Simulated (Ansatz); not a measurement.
# MnO2 (Fd-3m) in Ansatz: band structure with PBEsol

Aim: the band structure of MnO2 with PBEsol.

Program: Ansatz 0.2.0. These are calculated values, not measurements. Logs are shortened: lines on timing, memory, paths and dates and some standing lists are left out, and cuts for length are marked.

## Step 1: The structure

Symmetry: Fd-3m, No. 227, cubic system. The conventional cell has a = 8.040 Å, b = 8.040 Å, c = 8.040 Å, α = 90.00°, β = 90.00°, γ = 90.00°. Mn (site symmetry -3m) has 6 O at 1.90 Å as nearest neighbours. O (site symmetry 3m) has 3 Mn at 1.90 Å as nearest neighbours.

The cell is a database's computed one.

## Step 2: Band structure, PBEsol, collinear spin, ferromagnetic start

The input, input.yaml:

```yaml
crystal:
  lattice:
    - [0.0, 4.0199925062, 4.0199925062]
    - [4.0199925062, 0.0, 4.0199925062]
    - [4.0199925062, 4.0199925062, 0.0]
  atoms:
    - { symbol: Mn, position: [0.125, 0.125, 0.125], spin: 4.0 }
    - { symbol: Mn, position: [0.125, 0.125, 0.625], spin: 4.0 }
    - { symbol: Mn, position: [0.625, 0.125, 0.125], spin: 4.0 }
    - { symbol: Mn, position: [0.125, 0.625, 0.125], spin: 4.0 }
    - { symbol: O, position: [0.3609537633, 0.3609537633, 0.3609537633] }
    - { symbol: O, position: [0.3609537633, 0.3609537633, 0.91713871] }
    - { symbol: O, position: [0.91713871, 0.3609537633, 0.3609537633] }
    - { symbol: O, position: [0.3609537633, 0.91713871, 0.3609537633] }
    - { symbol: O, position: [0.8890462367, 0.8890462367, 0.33286129] }
    - { symbol: O, position: [0.8890462367, 0.8890462367, 0.8890462367] }
    - { symbol: O, position: [0.8890462367, 0.33286129, 0.8890462367] }
    - { symbol: O, position: [0.33286129, 0.8890462367, 0.8890462367] }
hamiltonian:
  xc: pbesol
  pseudopotentials: { kind: paw }
magnetization:
  spin_polarized: true
kpoints:
  mp_grid: { grid: [6, 6, 6] }
  band_path:
    path:
      - [[0.0, 0.0, 0.0], [0.5, 0.0, 0.5], [0.5, 0.25, 0.75], [0.375, 0.375, 0.75], [0.0, 0.0, 0.0], [0.5, 0.5, 0.5], [0.625, 0.25, 0.625], [0.5, 0.25, 0.75], [0.5, 0.5, 0.5], [0.375, 0.375, 0.75]]
      - [[0.625, 0.25, 0.625], [0.5, 0.0, 0.5]]
    npoints: 10
scf:
  occupations: { method: fermi_dirac, width: 0.05 }
  n_extra_bands: 30
output:
  forces: true
  stress: true
  eigenvalues: true
  fatbands: true
```

Potentials or basis: Ansatz PAW.

Started as:

```console
$ ansatz run input.yaml --threads 4 --pin off --max-ram 11264MiB --backend cpu --events-out ev --progress --plain --runs-dir out
```

The log of the run:

```text
Warning: RAYON_NUM_THREADS=4 ignored (pool sized by the plan → 4); use --threads N
scf.n_extra_bands = 30 over 54 filled bands (N_el = 108.0): the run solves 84 bands
Engine: ansatz 0.2.0, x86_64-unknown-linux-gnu
Pseudopotentials: kind: paw
Pseudopotential: Mn, paw, valence charge 15, recommended cutoff 420 eV (normal), Mn.paw.azcp
Pseudopotential: O, paw, valence charge 6, recommended cutoff 420 eV (normal), O.paw.azcp
Functional definition: PBEsol
  exchange = pbesol_x
  correlation = pbesol_c
Crystal: 12 atoms, lattice volume = 129.929 Å³
Basis set: ecut = 420 eV, 2637 PW (Γ), exchange–correlation on 80×80×80 points (8 copies of the dense FFT grid, shifted against one another)
Bands: 84, of which v1, the nominal top of the filled ones, is band 54 counted from 1 (53 counted from 0)
Symmetry: 48 space group operations
Space group: Fd-3m (ITA 227), of the structure as read, at distance tolerance 5.1e-5 Å
Magnetic group: BNS 227.128 (UNI 1630), of the structure as read, at distance tolerance 5.1e-5 Å
k-points: 16 of 216
Non-local potential: Mn, projectors of the file, l = 0: 3, l = 1: 2, l = 2: 3, l = 3: 1
Non-local potential: O, projectors of the file, l = 0: 2, l = 1: 2, l = 2: 1
PAW form: soft (Blöchl's): semilocal exchange-correlation on the pseudo side does not see the compensation charge
PAW frozen core: Mn, regenerated for the run's functional, and the local potential with it (the file was generated under x = pbe(κ = 0.804, μ = 0.2195149727645171), c = pbe(β = 0.06672455060314922))
PAW frozen core: O, regenerated for the run's functional, and the local potential with it (the file was generated under x = pbe(κ = 0.804, μ = 0.2195149727645171), c = pbe(β = 0.06672455060314922))
PAW one-centre angular grid: Mn, 590 points (default); XC on 64 Gauss nodes
PAW one-centre angular grid: O, 110 points (default); XC on 64 Gauss nodes
Initial density: superposition of atomic densities (chi_scale 0.1, normalization cell, long waves kept (reshape's long-wave potential 0.13 eV rms))
Starting moments: Σ|m| = 16 μB on 4 of 12 sites
Initial wavefunctions: pseudopotential atomic-orbital guess
Functional: x = pbesol(κ = 0.804, μ = 0.12345679012345678), c = pbesol(β = 0.046)
SCF iter   1: F=—  HF=-19961.127173 eV  |F-HF|=—  |Δ(HF+E_count)|=         —  Δρ=8.14e-2 (↑4.70e-2 ↓8.14e-2)  dr2=1.42e1  dr2_m=2.46e0  M=11.993 μB ∫|m|=12.386 μB  β_m=0.30  ethr=3.10e-3  ⟨swp⟩=6.0  Hψ=10905  notcnv=0  defer=39
Mixer restart at iter 1: flushing history
preconditioner: auto → Resta (q_TF=auto, 2.646 Å⁻¹)  ε∞=4.7  [insulator: Δε(μ)=0.288 eV  Ē_g=14.827 eV  σ=0.050 eV  W_gap=0.69  n_scr=50 (ndim 8)  ℏωp=28.4 eV  f_vac=0.089  D(μ)=0.13/eV (n_scr^D=0)  ε∞_Penn≈4.7]
spin=Collinear: Resta preconditioning applied to the charge; magnetization (m = ρ↑ − ρ↓) channel mixes plain (no charge-response kernel on spin).
SCF iter   2: F=—  HF=-19961.796514 eV  |F-HF|=—  |Δ(HF+E_count)|=   6.69e-1  Δρ=4.52e-2 (↑3.92e-2 ↓4.52e-2)  dr2=3.52e0  dr2_m=1.55e0  M=11.997 μB ∫|m|=12.294 μB  β_m=0.46  ethr=3.10e-3  ⟨swp⟩=3.5  Hψ=4929  notcnv=0  defer=566
SCF iter   3: F=—  HF=-19961.315043 eV  |F-HF|=—  |Δ(HF+E_count)|=   4.81e-1  Δρ=2.45e-2 (↑1.37e-2 ↓2.45e-2)  dr2=1.55e0  dr2_m=2.57e-1  M=11.996 μB ∫|m|=12.167 μB  β_m=0.52  ethr=3.10e-3  ⟨swp⟩=2.0  Hψ=3300  notcnv=0  defer=566
SCF iter   4: F=—  HF=-19961.218578 eV  |F-HF|=—  |Δ(HF+E_count)|=   9.65e-2  Δρ=5.59e-3 (↑5.59e-3 ↓3.54e-3)  dr2=7.66e-2  dr2_m=7.48e-3  M=11.996 μB ∫|m|=12.110 μB  β_m=0.76  ethr=1.44e-3  ⟨swp⟩=2.1  Hψ=3924  notcnv=0  defer=566
SCF iter   5: F=—  HF=-19961.255271 eV  |F-HF|=—  |Δ(HF+E_count)|=   3.67e-2  Δρ=2.11e-3 (↑1.32e-3 ↓2.11e-3)  dr2=1.23e-2  dr2_m=3.35e-4  M=11.997 μB ∫|m|=12.105 μB  β_m=0.77  ethr=7.09e-5  ⟨swp⟩=2.7  Hψ=4496  notcnv=0  defer=572
SCF iter   6: F=—  HF=-19961.260563 eV  |F-HF|=—  |Δ(HF+E_count)|=   5.29e-3  Δρ=6.64e-4 (↑6.64e-4 ↓4.55e-4)  dr2=7.53e-4  dr2_m=1.89e-4  M=11.997 μB ∫|m|=12.107 μB  β_m=0.88  ethr=1.14e-5  ⟨swp⟩=2.3  Hψ=4445  notcnv=0  defer=572
SCF iter   7: F=—  HF=-19961.261943 eV  |F-HF|=—  |Δ(HF+E_count)|=   1.38e-3  Δρ=2.63e-4 (↑2.17e-4 ↓2.63e-4)  dr2=3.44e-4  dr2_m=2.66e-6  M=11.997 μB ∫|m|=12.107 μB  β_m=0.89  ethr=6.98e-7  ⟨swp⟩=2.0  Hψ=3830  notcnv=0  defer=572
SCF iter   8: F=—  HF=-19961.262116 eV  |F-HF|=—  |Δ(HF+E_count)|=   1.73e-4  Δρ=8.18e-5 (↑8.18e-5 ↓6.25e-5)  dr2=2.76e-5  dr2_m=4.40e-7  M=11.997 μB ∫|m|=12.107 μB  β_m=0.94  ethr=3.19e-7  ⟨swp⟩=2.0  Hψ=3601  notcnv=0  defer=572
SCF iter   9: F=—  HF=-19961.262155 eV  |F-HF|=—  |Δ(HF+E_count)|=   3.81e-5  Δρ=2.09e-5 (↑1.17e-5 ↓2.09e-5)  dr2=1.23e-6  dr2_m=3.49e-8  M=11.997 μB ∫|m|=12.107 μB  β_m=0.97  ethr=2.56e-8  ⟨swp⟩=2.0  Hψ=3732  notcnv=0  defer=572
SCF iter  10: F=—  HF=-19961.262155 eV  |F-HF|=—  |Δ(HF+E_count)|=   4.16e-7  Δρ=7.02e-6 (↑7.02e-6 ↓6.66e-6)  dr2=1.97e-7  dr2_m=4.99e-10  M=11.997 μB ∫|m|=12.107 μB  β_m=0.99  ethr=1.14e-9  ⟨swp⟩=2.0  Hψ=3141  notcnv=0  defer=572
SCF iter  11: F=—  HF=-19961.262155 eV  |F-HF|=—  |Δ(HF+E_count)|=   1.78e-9  Δρ=3.48e-6 (↑3.05e-6 ↓3.48e-6)  dr2=5.27e-8  dr2_m=1.57e-10  M=11.997 μB ∫|m|=12.107 μB  β_m=0.90  ethr=1.82e-10  ⟨swp⟩=2.7  Hψ=4353  notcnv=0  defer=572
SCF iter  12: F=-19961.262155 eV  HF=-19961.262155 eV  |F-HF|=8.39e-9  |Δ(HF+E_count)|=   2.10e-9  Δρ=1.58e-6 (↑1.21e-6 ↓1.58e-6)  dr2=9.78e-9  dr2_m=6.18e-11  M=11.997 μB ∫|m|=12.107 μB  ethr=4.88e-11  ⟨swp⟩=9.8  Hψ=12920  notcnv=0
SCF 1 converged in 12 iterations: F = -19961.262155 eV  dr2 = 9.78e-9
NSCF: frozen V_eff on 102 k-points
SCF converged after 12 iterations
Magnetization: 11.9968 μB (59.9984 up, 48.0016 down)
Absolute magnetization: 12.1102 μB (∫|ρ↑−ρ↓|, with the PAW one-centre terms)
Spin contamination: 0.1427 ħ² per cell (⟨S²⟩ above its minimum at these occupations)
Per-site moments (μB) at R_I (Å): [(2.475654747871247, 0.7853074438365031), (2.475654747871246, 0.7853074438365031), (2.475654747871245, 0.7853074438365031), (2.4756547478712494, 0.7853074438365031), (0.05716549747327268, 0.7853074438365031), (0.05716549747327296, 0.7853074438365031), (0.05716549747327266, 0.7853074438365031), (0.05716549747327281, 0.7853074438365031), (0.05716549747327284, 0.7853074438365031), (0.057165497473272736, 0.7853074438365032), (0.057165497473272806, 0.7853074438365031), (0.057165497473272896, 0.7853074438365031)]
Free energy (F): -19961.262155 eV
Harris-Foulkes:  -19961.262155 eV  (|F-HF|=8.39e-9)
Internal energy: -19961.261241 eV  (E = F + TS)
E sigma→0 (E₀):  -19961.261698 eV
Entropy (-TS):   -0.000914 eV (-0.076 meV/atom)
Fermi energy:    7.863029 eV
--- Per-component energies (eV) ---
  E_band       = -1450.284050
  E_kinetic    = 2592.450224
  E_local      = -14303.564633  (includes V_loc(G=0)·N_el)
  E_nonlocal   = 1341.919442
  E_hartree    = 5838.751966
  E_xc         = -1031.219238
  E_vxc        = -1324.113258  (∫ρ·V_xc dr)
  E_paw        = -6277.398889  (= ΣΔE_a)
  E_vpaw       = -1434.489851  (= ΣTr[D̂ρ^β])
  E_aug_tail   = 0.019176  (compensation charges beyond the density's cutoff)
  E_ewald      = -8123.180193
  E_core_change = 0.960904  (= ΣΔE_core)
  E_smearing   = -0.000914  (= −TS)
  E_closure    = -0.000000  (closes the sum)
  Σ components = -19961.262155   (vs F -19961.262155, Δ=0.00e0)
--- Forces (eV/Å), atoms counted from 1 ---
  atom   1  Mn     0.00000000    -0.00000000     0.00000000
  atom   2  Mn     0.00000000    -0.00000000     0.00000000
  atom   3  Mn     0.00000000    -0.00000000     0.00000000
  atom   4  Mn     0.00000000    -0.00000000    -0.00000000
  atom   5  O     -0.08719433    -0.08719433    -0.08719433
  atom   6  O      0.08719433     0.08719433    -0.08719433
  atom   7  O     -0.08719433     0.08719433     0.08719433
  atom   8  O      0.08719433    -0.08719433     0.08719433
  atom   9  O     -0.08719433    -0.08719433     0.08719433
  atom  10  O      0.08719433     0.08719433     0.08719433
  atom  11  O     -0.08719433     0.08719433    -0.08719433
  atom  12  O      0.08719433    -0.08719433    -0.08719433
  max |Σ_I F_I| component: 5.55e-17 eV/Å
--- Stress (GPa, compression-positive) ---
       -2.160800      -0.000000      -0.000000
        0.000000      -2.160800       0.000000
        0.000000       0.000000      -2.160800
  P = ⅓ Tr σ = -2.1608 GPa (-21.608 kbar)
--- Band table (eV; the first three rows and the last of 32) ---
  k-point 0 ↑: bands = ["-73.4281", "-73.4079", "-73.4079", "-73.4079", "-42.4009", "-42.2991", "-42.2991", "-42.2991", "-42.2557", "-42.2557", "-42.1992", "-42.1992", "-42.1992", "-42.1900", "-42.1900", "-42.1900", "-11.7834", "-10.1942", "-10.1007", "-10.1007", "-10.1007", "-9.6410", "-9.6410", "-9.6410", "0.5569", "1.0733", "1.0733", "1.0733", "1.7645", "1.7645", "2.7295", "2.7295", "2.7295", "2.7300", "2.7300", "3.2107", "4.0470", "4.0470", "4.0470", "5.0755", "5.0755", "5.1812", "5.1812", "5.1812", "5.3679", "5.3679", "5.3679", "6.1574", "6.1574", "6.1574", "6.1947", "6.1947", "6.1947", "6.6568", "6.6568", "6.6568", "6.9038", "6.9038", "6.9038", "7.4159", "10.1850", "10.1850", "10.1850", "10.6123", "10.6123", "10.6123", "10.7337", "10.7337", "14.8640", "18.1584", "18.1584", "18.1584", "19.7910", "20.1167", "20.1167", "20.1167", "22.1583", "22.5282", "22.5282", "22.6579", "22.6579", "22.6579", "23.4399", "23.4399"]
  k-point 1 ↑: bands = ["-73.4271", "-73.4089", "-73.4079", "-73.4079", "-42.3925", "-42.2970", "-42.2952", "-42.2952", "-42.2543", "-42.2543", "-42.2035", "-42.2035", "-42.2007", "-42.1992", "-42.1911", "-42.1911", "-11.7089", "-10.3052", "-10.0821", "-10.0821", "-10.0562", "-9.6815", "-9.6624", "-9.6624", "0.6929", "1.1897", "1.1897", "1.2726", "1.7888", "1.7888", "2.5924", "2.5924", "2.6996", "2.7591", "2.7591", "3.0937", "4.0170", "4.1194", "4.1194", "4.5626", "4.5626", "4.8970", "5.1262", "5.1262", "5.4363", "5.6069", "5.6069", "5.9242", "6.1947", "6.2168", "6.2168", "6.3608", "6.3608", "6.6799", "6.7082", "6.7082", "6.9815", "6.9815", "7.0817", "7.4428", "10.1166", "10.1166", "10.1203", "10.4816", "10.4816", "10.5549", "10.6681", "10.6681", "15.2128", "18.1189", "18.4787", "18.4787", "19.7157", "20.2069", "20.2069", "20.6767", "22.2139", "22.4574", "22.4582", "22.4582", "22.8096", "22.8096", "23.3533", "23.3533"]
  k-point 2 ↑: bands = ["-73.4247", "-73.4113", "-73.4079", "-73.4079", "-42.3742", "-42.2879", "-42.2869", "-42.2869", "-42.2484", "-42.2484", "-42.2286", "-42.2169", "-42.2169", "-42.1992", "-42.1919", "-42.1919", "-11.5203", "-10.5271", "-10.0377", "-10.0377", "-10.0149", "-9.7529", "-9.7123", "-9.7123", "1.0271", "1.4711", "1.4711", "1.7936", "1.8542", "1.8542", "2.3544", "2.3544", "2.6426", "2.7446", "2.8446", "2.8446", "3.7119", "3.7119", "3.8749", "4.4349", "4.4718", "4.4718", "4.8988", "4.8988", "5.4528", "5.5716", "5.7479", "5.7479", "6.1946", "6.3852", "6.3852", "6.5503", "6.5503", "6.8614", "6.8614", "6.8892", "7.1451", "7.1451", "7.2037", "7.4901", "9.9733", "9.9733", "9.9957", "10.1365", "10.1365", "10.4370", "10.6137", "10.6137", "16.0748", "17.8005", "19.1904", "19.1904", "20.0609", "20.4674", "20.4674", "21.2548", "22.0155", "22.0155", "22.3192", "22.4532", "23.1665", "23.1665", "23.4199", "23.4199"]
  k-point 15 ↓: bands = ["-70.2703", "-70.2703", "-70.2588", "-70.2588", "-39.3625", "-39.3625", "-39.2620", "-39.2620", "-39.1386", "-39.1386", "-39.1201", "-39.1201", "-39.1004", "-39.1004", "-39.0844", "-39.0844", "-10.8403", "-10.8403", "-9.8418", "-9.8418", "-9.7057", "-9.7057", "-9.6505", "-9.6505", "2.4292", "2.4292", "2.6658", "2.6658", "2.8295", "2.8295", "2.9487", "2.9487", "3.3232", "3.3232", "3.7440", "3.7440", "3.9044", "3.9044", "4.3044", "4.3044", "4.9630", "4.9630", "5.6520", "5.6520", "6.0252", "6.0252", "6.2213", "6.2213", "9.1145", "9.1145", "9.2594", "9.2594", "9.4951", "9.4951", "9.7460", "9.7460", "9.9158", "9.9158", "10.0155", "10.0155", "11.1363", "11.1363", "11.4074", "11.4074", "11.5719", "11.5719", "11.7850", "11.7850", "18.4528", "18.4528", "19.1729", "19.1729", "20.9688", "20.9688", "22.1679", "22.1679", "22.9633", "22.9633", "23.1576", "23.1576", "23.5480", "23.5480", "24.1934", "24.1934"]
```

Run time: 20 s. Hardware: 4 threads of Intel Xeon 6975P-C (Granite Rapids), shared host; peak memory 1.3 GiB.

What came out:

```yaml
Free_energy: -19961.2622 eV
Pressure: -2.2 GPa
Largest_force: 0.151 eV/Å
Band_gap_on_the_k_mesh: 0.39 eV, indirect (least direct gap 0.54 eV)
Band_gap_along_the_path: 0.37 eV, indirect (least direct gap 0.54 eV)
Net_moment: 12.00 μB per cell
Absolute_moment: 12.11 μB per cell
Site_moments: Mn +2.48; O +0.06 μB
```

Forces on the atoms (eV/Å):
```
Mn   0.000  0.000  0.000
Mn   0.000  0.000  0.000
Mn   0.000  0.000  0.000
Mn   0.000  0.000  0.000
O   -0.087 -0.087 -0.087
O    0.087  0.087 -0.087
O   -0.087  0.087  0.087
O    0.087 -0.087  0.087
O   -0.087 -0.087  0.087
O    0.087  0.087  0.087
O   -0.087  0.087 -0.087
O    0.087 -0.087 -0.087
```

Levels at the corners of the path, in eV from the valence-band top:
Spin up:
```tsv
point	band 56	band 57	band 58	band 59	band 60	band 61	band 62	band 63	band 64	band 65
Γ	-0.93	-0.68	-0.68	-0.68	-0.17	2.60	2.60	2.60	3.03	3.03
X	-0.21	-0.10	-0.10	-0.06	-0.06	1.83	1.83	2.26	2.26	2.55
W	-0.58	-0.09	-0.09	-0.07	-0.07	2.11	2.11	2.26	2.26	2.49
K	-0.27	-0.26	-0.21	-0.06	0.00	2.03	2.06	2.31	2.37	2.45
Γ	-0.93	-0.68	-0.68	-0.68	-0.17	2.60	2.60	2.60	3.03	3.03
L	-0.59	-0.37	-0.37	-0.36	-0.08	2.34	2.34	2.34	2.34	2.35
U	-0.27	-0.26	-0.21	-0.06	0.00	2.03	2.06	2.31	2.37	2.45
W	-0.58	-0.09	-0.09	-0.07	-0.07	2.11	2.11	2.26	2.26	2.49
L	-0.59	-0.37	-0.37	-0.36	-0.08	2.34	2.34	2.34	2.34	2.35
K	-0.27	-0.26	-0.21	-0.06	0.00	2.03	2.06	2.31	2.37	2.45
U	-0.27	-0.26	-0.21	-0.06	0.00	2.03	2.06	2.31	2.37	2.45
X	-0.21	-0.10	-0.10	-0.06	-0.06	1.83	1.83	2.26	2.26	2.55
```
Spin down:
| point | band 46 | band 47 | band 48 | band 49 | band 50 | band 51 |
| --- | --- | --- | --- | --- | --- | --- |
| Γ | -0.77 | -0.77 | -0.77 | 0.37 | 0.37 | 1.53 |
| X | -1.67 | -1.21 | -1.21 | 1.42 | 1.42 | 1.71 |
| W | -1.52 | -1.43 | -1.43 | 1.59 | 1.59 | 1.64 |
| K | -1.59 | -1.50 | -1.13 | 1.34 | 1.59 | 1.70 |
| Γ | -0.77 | -0.77 | -0.77 | 0.37 | 0.37 | 1.53 |
| L | -1.70 | -0.86 | -0.86 | 1.03 | 1.03 | 1.81 |
| U | -1.59 | -1.50 | -1.13 | 1.34 | 1.59 | 1.70 |
| W | -1.52 | -1.43 | -1.43 | 1.59 | 1.59 | 1.64 |
| L | -1.70 | -0.86 | -0.86 | 1.03 | 1.03 | 1.81 |
| K | -1.59 | -1.50 | -1.13 | 1.34 | 1.59 | 1.70 |
| U | -1.59 | -1.50 | -1.13 | 1.34 | 1.59 | 1.70 |
| X | -1.67 | -1.21 | -1.21 | 1.42 | 1.42 | 1.71 |

Caveat: the pressure holds a Pulay correction of +0.8 GPa for the finite cutoff; only a ferromagnetic start was run, and an antiferromagnetic order may lie lower in energy; the PAW data sets come from PBE, with cores solved anew for the run's functional, which leaves a small shift of forces and pressure. A hybrid or GW would open this gap; PBEsol tends to underestimate it.
